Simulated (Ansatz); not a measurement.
**B₂Cl₂H₄S₂: a ladder of functionals and wavefunction methods**

An exercise on one series of results from a longer session: the logs are not shown, and one member is left open.

Computed with Ansatz 0.2.0, Gaussian basis. Level: functionals in def2-TZVPP, the program's frozen cores in correlated methods.

The runs, in order: LDA (SPW92), PBE-D4, revPBE-D4, BLYP-D4, r2SCAN-D4, B97M-V, PBE0-D4, B3LYP-D4, r2SCANh-D4, r2SCAN0-D4, HSE06-D4, BHLYP-D4, CAM-B3LYP-D4, LC-ωPBE, ωB97X-V, ωB97M-V, B2PLYP, PBE-QIDH; CCSD(T)/def2-SVP; CCSD(T)/def2-TZVPP; MP2/def2-QZVPP; extrapolation to the limit; RPA on PBE.

## Structure used throughout

All runs share one geometry, relaxed beforehand with PBE0-D4 in a triple-zeta def2 set.

SMILES `Cl[B@H-]1[SH+][B@@H-](Cl)[SH+]1`, 10 atoms, charge 0, spin multiplicity 1.

Atoms are counted from 1 here; the program's logs count them from 0.

Bond lengths: Cl1–B2 1.795 Å, B2–S3 1.967 Å, B2–S6 1.979 Å, B2–H7 1.194 Å, S3–B4 1.967 Å, S3–H8 1.347 Å, B4–Cl5 1.795 Å, B4–S6 1.979 Å, B4–H9 1.194 Å, S6–H10 1.344 Å. Angles: Cl1–B2–S3 114.0°, Cl1–B2–S6 113.8°, Cl1–B2–H7 116.6°, S3–B2–S6 94.4°, S3–B2–H7 106.6°, S6–B2–H7 108.9°, B2–S3–B4 81.7°, B2–S3–H8 97.0°, B4–S3–H8 97.0°, S3–B4–Cl5 114.0°, S3–B4–S6 94.4°, S3–B4–H9 106.6°, Cl5–B4–S6 113.8°, Cl5–B4–H9 116.6°, S6–B4–H9 108.9°, B2–S6–B4 81.1°, B2–S6–H10 100.1°, B4–S6–H10 100.1°.

The first run:

File in.yaml:

```yaml
crystal:
  periodic: [false, false, false]
  atoms:
    - {symbol: Cl, position_ang: [-2.216281, 1.515363, 1.005702]}
    - {symbol: B, position_ang: [-0.709756, 0.542515, 0.930866]}
    - {symbol: S, position_ang: [-0.930290, -1.211453, 0.067493]}
    - {symbol: B, position_ang: [0.827424, -0.743383, -0.682047]}
    - {symbol: Cl, position_ang: [1.033895, -1.203529, -2.404629]}
    - {symbol: S, position_ang: [0.602123, 1.202240, -0.396368]}
    - {symbol: H, position_ang: [-0.148267, 0.345489, 1.965562]}
    - {symbol: H, position_ang: [-1.671460, -0.789148, -0.975546]}
    - {symbol: H, position_ang: [1.645538, -1.155092, 0.083376]}
    - {symbol: H, position_ang: [1.650277, 1.445798, 0.408392]}
basis:
  gaussian: {orbitals: def2-TZVPP}
hamiltonian: {xc: lda}
output: {orbitals: {seedname: orbitals}}
```

Steps of the session up to this table: LDA; PBE-D4 (GGA); revPBE-D4 (GGA); BLYP-D4 (GGA); r2SCAN-D4 (meta-GGA); B97M-V (meta-GGA); PBE0-D4 (hybrid); B3LYP-D4 (hybrid); r2SCANh-D4 (hybrid); r2SCAN0-D4 (hybrid); HSE06-D4 (hybrid); BHLYP-D4 (hybrid); CAM-B3LYP-D4 (range-separated); LC-ωPBE-D4 (range-separated; the results give it without D4); ωB97X-V (range-separated); ωB97M-V (range-separated); B2PLYP (double hybrid); PBE-QIDH (double hybrid).

One of the session's tables, all rows but one given; the rest of the session is left out.

It belongs to the step «Frontier levels by functional». 

| functional | HOMO (eV) | gap (eV) |
| --- | --- | --- |
| LDA (SPW92) | -6.97 | 5.17 |
| PBE-D4 | ? | ? |
| revPBE-D4 | -6.82 | 5.31 |
| BLYP-D4 | -6.72 | 5.27 |
| r2SCAN-D4 | -7.18 | 5.78 |
| B97M-V | -7.28 | 5.87 |
| PBE0-D4 | -8.16 | 7.48 |
| B3LYP-D4 | -7.93 | 7.04 |
| r2SCANh-D4 | -7.65 | 6.59 |
| r2SCAN0-D4 | -8.37 | 7.80 |
| HSE06-D4 | -7.76 | 6.71 |
| BHLYP-D4 | -9.34 | 9.64 |
| CAM-B3LYP-D4 | -9.49 | 9.91 |
| LC-ωPBE | -10.85 | 12.45 |
| ωB97X-V | -10.51 | 11.97 |
| ωB97M-V | -10.34 | 11.57 |

Estimate the missing values for PBE-D4.

As computed: HOMO (eV): -6.86; gap (eV): 5.27. In the column «HOMO (eV)» it lies between LDA (SPW92) (-6.97) and revPBE-D4 (-6.82).
